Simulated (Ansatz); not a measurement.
# CH7GeN: a ladder of functionals and wavefunction methods

An exercise on one series of results from a longer session: the logs are not shown, and one member is left open.

Computed with Ansatz 0.2.0, Gaussian basis. Level: functionals in def2-TZVPP, the program's frozen cores in correlated methods.

Levels to be run: LDA (SPW92), PBE-D4, revPBE-D4, BLYP-D4, r2SCAN-D4, B97M-V, PBE0-D4, B3LYP-D4, r2SCANh-D4, r2SCAN0-D4, HSE06-D4, BHLYP-D4, CAM-B3LYP-D4, LC-ωPBE, ωB97X-V, ωB97M-V, B2PLYP, PBE-QIDH; CCSD(T)/def2-SVP; CCSD(T)/def2-TZVPP; MP2/def2-QZVPP; extrapolation to the limit; RPA on PBE.

## The geometry

All runs share one geometry, relaxed beforehand with PBE0-D4 in a triple-zeta def2 set.

SMILES `N[CH2][GeH3]`, 10 atoms, charge 0, spin multiplicity 1.

Atoms are counted from 1 here; the program's logs count them from 0.

Bond lengths: N1–C2 1.455 Å, N1–H4 1.012 Å, N1–H5 1.013 Å, C2–Ge3 1.966 Å, C2–H6 1.100 Å, C2–H7 1.093 Å, Ge3–H8 1.542 Å, Ge3–H9 1.536 Å, Ge3–H10 1.540 Å. Angles: C2–N1–H4 111.0°, C2–N1–H5 111.1°, H4–N1–H5 107.0°, N1–C2–Ge3 109.9°, N1–C2–H6 115.2°, N1–C2–H7 109.0°, Ge3–C2–H6 108.8°, Ge3–C2–H7 106.8°, H6–C2–H7 106.8°, C2–Ge3–H8 108.9°, C2–Ge3–H9 110.6°, C2–Ge3–H10 110.4°, H8–Ge3–H9 108.8°, H8–Ge3–H10 108.6°, H9–Ge3–H10 109.5°.

Set-up of the first run:

Contents of in.yaml:

```yaml
crystal:
  periodic: [false, false, false]
  atoms:
    - {symbol: N, position_ang: [-1.382759, 0.339467, -0.552582]}
    - {symbol: C, position_ang: [0.027378, 0.644874, -0.365238]}
    - {symbol: Ge, position_ang: [0.846779, -0.687204, 0.825524]}
    - {symbol: H, position_ang: [-1.501895, -0.547242, -1.025662]}
    - {symbol: H, position_ang: [-1.836099, 1.043183, -1.122535]}
    - {symbol: H, position_ang: [0.619881, 0.706325, -1.289927]}
    - {symbol: H, position_ang: [0.117863, 1.613290, 0.134040]}
    - {symbol: H, position_ang: [0.566733, -2.096815, 0.267027]}
    - {symbol: H, position_ang: [0.253695, -0.587241, 2.239208]}
    - {symbol: H, position_ang: [2.371524, -0.479834, 0.893046]}
basis:
  gaussian: {orbitals: def2-TZVPP}
hamiltonian: {xc: lda}
output: {orbitals: {seedname: orbitals}}
```

Started as:

```sh
ansatz run in.yaml --threads 2 --pin off --events-out ev --progress --plain --max-ram 4352MiB
```

Steps of the session up to this table: LDA; PBE-D4 (GGA); revPBE-D4 (GGA); BLYP-D4 (GGA); r2SCAN-D4 (meta-GGA); B97M-V (meta-GGA); B3LYP-D4 (hybrid); r2SCANh-D4 (hybrid); r2SCAN0-D4 (hybrid); HSE06-D4 (hybrid); BHLYP-D4 (hybrid); CAM-B3LYP-D4 (range-separated); LC-ωPBE (range-separated); ωB97X-V (range-separated); ωB97M-V (range-separated); B2PLYP (double hybrid); PBE-QIDH (double hybrid).

One of the session's tables, all rows but one given; the rest of the session is left out.

It belongs to the step «Frontier levels by functional». 

| functional | HOMO (eV) | LUMO (eV) | gap (eV) |
| --- | --- | --- | --- |
| LDA (SPW92) | -5.54 | -0.25 | 5.29 |
| PBE-D4 | -5.45 | -0.07 | 5.37 |
| revPBE-D4 | -5.40 | 0.01 | 5.42 |
| BLYP-D4 | -5.36 | -0.07 | 5.29 |
| r2SCAN-D4 | -5.75 | 0.51 | 6.25 |
| B97M-V | -5.93 | 0.08 | 6.01 |
| PBE0-D4 | -6.90 | 0.73 | 7.63 |
| B3LYP-D4 | -6.68 | 0.41 | 7.09 |
| r2SCANh-D4 | ? | ? | ? |
| r2SCAN0-D4 | -7.11 | 1.11 | 8.22 |
| HSE06-D4 | -6.49 | 0.36 | 6.86 |
| BHLYP-D4 | -8.29 | 1.37 | 9.66 |
| CAM-B3LYP-D4 | -8.34 | 1.53 | 9.87 |
| LC-ωPBE | -9.70 | 2.81 | 12.51 |
| ωB97X-V | -9.37 | 2.61 | 11.98 |
| ωB97M-V | -9.28 | 2.21 | 11.49 |

Estimate the missing values for r2SCANh-D4.

Worked estimate for «HOMO (eV)». Against the share of exact exchange, r2SCAN-D4 (0, -5.75), r2SCAN0-D4 (0.25, -7.11) give a slope of -5.44 per unit share; at 0.1 the line stands at -6.29.

**Answer.** HOMO (eV): -6.29; LUMO (eV): 0.75; gap (eV): 7.04. In «HOMO (eV)» the line misses by 0.00.
